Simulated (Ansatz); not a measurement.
# Ge2Si: the cost of one run

Method: cc-pVTZ, core rule «outside noble gas», up to 33 orbitals frozen; program: Ansatz 0.2.0, Gaussian basis.

Plan: UHF; CCSD(T) on ROHF; CCSD(T) on UHF; BCCD(T) on ROHF; CCSDT(Q) on ROHF; CCSDT(Q) on UHF; CASSCF and NEVPT2, 11 electrons in 12 orbitals.

4 further runs of the same task are left out: 4 set aside as unsound or not needed.

## 1. The system

The geometry is a PBE0/def2-TZVP stationary point (not a proven minimum) of the parent state, kept for this charge and spin. No spin-orbit coupling is included. The filled d shell of Ge may be among the frozen orbitals whatever the setting's name suggests; the logs give the count.

3 atoms, charge 1, spin multiplicity 4.

Atoms are counted from 1 here; the program's logs count them from 0.

Bond lengths: Ge1–Ge2 2.453 Å, Ge1–Si3 2.352 Å, Ge2–Si3 2.352 Å. Angles: Ge2–Ge1–Si3 58.6°, Ge1–Ge2–Si3 58.6°, Ge1–Si3–Ge2 62.9°.

## 2. UHF

The input, in.yaml:

```yaml
crystal:
  periodic: [false, false, false]
  atoms:
    - {symbol: Ge, position_ang: [0.000000, 0.325086, 1.226603]}
    - {symbol: Ge, position_ang: [0.000000, 0.325086, -1.226603]}
    - {symbol: Si, position_ang: [0.000000, -1.681598, 0.000000]}
basis:
  gaussian: {orbitals: cc-pVTZ}
total_charge: 1
magnetization: {spin_polarized: true, initial_magnetization: 3}
hamiltonian: {xc: hf}
output: {orbitals: {seedname: orbitals}}
```

Command:

```bash
ansatz run in.yaml --threads 1 --pin off --events-out ev --progress --plain --max-ram 4096MiB --backend cpu
```

**Question.** How long does this run take on 1 thread of AMD EPYC 7R13, shared host, and how much memory does it need?

About 26 s, with a peak of 0.38 GiB.
